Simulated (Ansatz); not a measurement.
# Alloy of SnO2 and PbO2 (3 of 4 Sn sites exchanged), 12 atoms with displaced atoms

Which settings matter for this cell? A base run comes first, then runs with one to three settings changed.

Method: density functional theory in Ansatz 0.2.0, PAW datasets, plane waves.

1 further run of the same task is left out (it didn't finish).

## Step 1: Starting point

12 atoms (3 Pb, 1 Sn, 8 O); a = 4.926 Å, b = 4.926 Å, c = 6.697 Å, α = 90.00°, β = 90.00°, γ = 90.00°. All atoms were shaken off their sites by about 0.04 Å along each axis.

Coordinates:

```cif
data_structure
_symmetry_space_group_name_H-M 'P 1'
_symmetry_Int_Tables_number 1
_cell_length_a 4.9265
_cell_length_b 4.9265
_cell_length_c 6.6970
_cell_angle_alpha 90.000
_cell_angle_beta 90.000
_cell_angle_gamma 90.000
_cell_volume 162.54
loop_
_atom_site_label
_atom_site_type_symbol
_atom_site_fract_x
_atom_site_fract_y
_atom_site_fract_z
_atom_site_occupancy
Pb1 Pb 0.99983 0.01035 0.00632 1
Pb2 Pb 0.00290 0.99342 0.48928 1
Pb3 Pb 0.49743 0.50452 0.25490 1
Sn1 Sn 0.50590 0.50701 0.75368 1
O1 O 0.30080 0.29274 0.99885 1
O2 O 0.31648 0.31912 0.49552 1
O3 O 0.68798 0.68398 0.00675 1
O4 O 0.69831 0.70073 0.51029 1
O5 O 0.18769 0.79619 0.25343 1
O6 O 0.19380 0.78863 0.74850 1
O7 O 0.80430 0.19877 0.24972 1
O8 O 0.80156 0.18893 0.75020 1
```

## Step 2: Single point with PBEsol

in.yaml reads:

```yaml
crystal:
  lattice:
    - [4.926491, 0.000000, 0.000000]
    - [0.000000, 4.926491, 0.000000]
    - [0.000000, 0.000000, 6.697031]
  atoms:
    - { symbol: Pb, position: [0.999828, 0.010350, 0.006325] }
    - { symbol: Pb, position: [0.002902, 0.993420, 0.489275] }
    - { symbol: Pb, position: [0.497426, 0.504517, 0.254905] }
    - { symbol: Sn, position: [0.505896, 0.507009, 0.753681] }
    - { symbol: O, position: [0.300801, 0.292742, 0.998851] }
    - { symbol: O, position: [0.316482, 0.319118, 0.495525] }
    - { symbol: O, position: [0.687975, 0.683979, 0.006752] }
    - { symbol: O, position: [0.698313, 0.700727, 0.510291] }
    - { symbol: O, position: [0.187691, 0.796195, 0.253429] }
    - { symbol: O, position: [0.193797, 0.788628, 0.748502] }
    - { symbol: O, position: [0.804297, 0.198772, 0.249718] }
    - { symbol: O, position: [0.801565, 0.188932, 0.750200] }
kpoints:
  mp_grid: { grid: [2, 2, 2], shift: [0.5, 0.5, 0.5] }
hamiltonian:
  xc: pbesol
scf:
  occupations: { method: fermi_dirac, width: 0.01 }
output:
  forces: true
  eigenvalues: true
  stress: true
  populations: true
```

Launch:

```
$ ansatz run in.yaml --threads 8 --pin off --max-ram 118750MiB --runs-dir r --events-out ev --progress --plain --backend cuda --devices 0,
```

## Step 3: Run again with charge changed by 1

Edit in.yaml of step 2 so:

```diff
@@ -22,4 +22,6 @@
   xc: pbesol
+total_charge: 1
 scf:
   occupations: { method: fermi_dirac, width: 0.01 }
+  max_iter: 100
 output:
@@ -28,2 +30 @@
   stress: true
-  populations: true
```

## Step 4: Run again with accuracy high, density cutoff ratio 8

Edit in.yaml of step 3 so:

```diff
@@ -1 +1,2 @@
+accuracy: high
 crystal:
@@ -20,8 +21,8 @@
   mp_grid: { grid: [2, 2, 2], shift: [0.5, 0.5, 0.5] }
+basis: { ecutrho_ratio: 8 }
 hamiltonian:
   xc: pbesol
-total_charge: 1
 scf:
   occupations: { method: fermi_dirac, width: 0.01 }
-  max_iter: 100
+  max_iter: 90
 output:
```

## Step 5: Variant: density cutoff ratio 8, density threshold 1e-05 eV

Edit in.yaml of step 4 so:

```diff
@@ -1,2 +1 @@
-accuracy: high
 crystal:
@@ -26,3 +25,4 @@
   occupations: { method: fermi_dirac, width: 0.01 }
-  max_iter: 90
+  max_iter: 80
+  convergence: { dr2_threshold: 1e-05 }
 output:
```

## Step 6: Run again with starting moment 4 μB, functional r²SCAN, at most 2 cycles

Edit in.yaml of step 5 so:

```diff
@@ -20,9 +20,10 @@
   mp_grid: { grid: [2, 2, 2], shift: [0.5, 0.5, 0.5] }
-basis: { ecutrho_ratio: 8 }
 hamiltonian:
-  xc: pbesol
+  xc: r2scan
+magnetization:
+  spin_polarized: true
+  initial_magnetization: 4
 scf:
   occupations: { method: fermi_dirac, width: 0.01 }
-  max_iter: 80
-  convergence: { dr2_threshold: 1e-05 }
+  max_iter: 2
 output:
```

## Step 7: Changed settings: occupations Methfessel–Paxton, at most 14 cycles

Edit in.yaml of step 6 so:

```diff
@@ -21,9 +21,6 @@
 hamiltonian:
-  xc: r2scan
-magnetization:
-  spin_polarized: true
-  initial_magnetization: 4
+  xc: pbesol
 scf:
-  occupations: { method: fermi_dirac, width: 0.01 }
-  max_iter: 2
+  occupations: { method: methfessel_paxton, width: 0.01 }
+  max_iter: 14
 output:
```

**Question.** What will these runs give? Wanted: for each run, settings; status; energy from base; forces from base.

The runs gave:

| settings | status | cycles | time | energy from base (meV/atom) | forces from base (eV/Å rms) | filled to empty level on the mesh (eV) |
| --- | --- | --- | --- | --- | --- | --- |
| base | converged | 9 | 1.7 s (GPU) | 0 | 0 | 2.12 |
| charge changed by 1 | converged | 21 | 1.8 s (GPU) | - | 0.118 | - |
| accuracy high, density cutoff ratio 8 | converged | 13 | 2.5 s (GPU) | 0.0 | 0.000 | 2.12 |
| density cutoff ratio 8, density threshold 1e-05 eV | converged | 6 | 1.8 s (GPU) | 0.0 | 0.000 | 2.12 |
| starting moment 4 μB, functional r²SCAN, at most 2 cycles | not converged | - | 1.7 s (GPU) | - | - | - |
| occupations Methfessel–Paxton, at most 14 cycles | converged | 9 | 1.6 s (GPU) | 0.0 | 0.000 | 2.12 |

**What this shows.** Among these variants the forces move most with charge changed by 1 (0.118 eV/Å rms). The base mesh is coarse for so small a cell, so pressure, spacing and their changes aren't converged values of the solid. 1 of 5 variants gave no result: starting moment 4 μB, functional r²SCAN, at most 2 cycles (not converged).
